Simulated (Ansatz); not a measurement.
Working through a comparison of norm-conserving and PAW potentials of Al2Pd, space group Fm-3m

Program: the Ansatz DFT code, driven from Python.

The cells in order, each with its output:

```python
import ansatz
import numpy as np
```

```python
def count_gap(report):
    # lowest empty less highest filled band, counting bands; zero where they overlap
    return max(report.get("gap_by_band_count_ev") or 0.0, 0.0)
```

```python
vectors = np.array([
    [0.0, 2.949536, 2.949536],
    [2.949536, 0.0, 2.949536],
    [2.949536, 2.949536, 0.0],
])
system = (
    ansatz.Lattice.of(vectors)
    .atom("Al", (0.25, 0.25, 0.25))
    .atom("Al", (0.75, 0.75, 0.75))
    .atom("Pd", (0.0, 0.0, 0.0))
)
```

```python
base = (
    system.calculation()
    .kpoints(mesh=(9, 9, 9))
    .occupations(ansatz.OccupationsMethod.METHFESSEL_PAXTON, width=0.1)
    .scf(tolerance=1e-10)
    .functional("lda")
    .stress()
    .forces()
    .band_table()
)
variants = {
    "PAW": base.pseudopotentials("paw"),
    "norm-conserving": base.pseudopotentials("nc"),
}
# totals differ by the cores that each treatment holds, so compare what does not depend on them
rows = []
for label, variant in variants.items():
    rep = variant.run().report
    levels = np.array(rep["eigenvalues_ev"][0]) - rep["fermi_energy_ev"]
    print(label, "levels at the first k-point near E_F:", np.round(levels[np.abs(levels) < 5], 3))
    rows.append((label, rep["n_electrons"], np.trace(rep["stress_gpa"]) / 3, count_gap(rep)))
print("     treatment  electrons in bands           P GPa  gap by band count eV")
for row in rows:
    print(f"{str(row[0]):>14s}  {row[1]:18.1f}  {row[2]:14.3f}  {row[3]:20.3f}")
```

    DeckWarning: basis.ecutwfc = 420 eV, auto-derived from the records' recommended cutoffs: set by Al (normal level)
    PAW levels at the first k-point near E_F: [-4.841 -4.841 -4.841 -3.721 -3.721  3.019  4.006  4.006  4.006  4.539
      4.539]
    DeckWarning: basis.ecutwfc = 1115.666836 eV, auto-derived from the records' recommended cutoffs: set by Pd (normal level)
    norm-conserving levels at the first k-point near E_F: [-4.846 -4.846 -4.846 -3.718 -3.718  3.017  4.026  4.026  4.026  4.535
      4.535]
         treatment  electrons in bands           P GPa  gap by band count eV
               PAW                24.0          -3.659                 0.000
    norm-conserving                24.0          -3.891                 0.000

PAW gives -3.659 GPa and norm-conserving -3.891 GPa, 0.23 GPa apart. They took 1.9 and 8.6 s of processor time.

The computed bands are complete only to about 4.4 eV above the Fermi level. For a metal this k-point mesh is coarse: on a finer one energies can move by several to tens of meV an atom and pressures by half a GPa or more, differences at one mesh by less. A gap by band count of zero or less means overlapping bands, a metal. This cell is a computed structure, which may not be the phase found in nature. Gaps and levels are Kohn-Sham values on a finite set of k-points, without spin-orbit coupling. Warnings are shown shortened and without file and line. Stress is positive in compression. Timing: 12 s on 1 thread of AMD EPYC 7R43 64-Core Processor (Zen 3), on a shared host, peak memory 0.5 GiB.
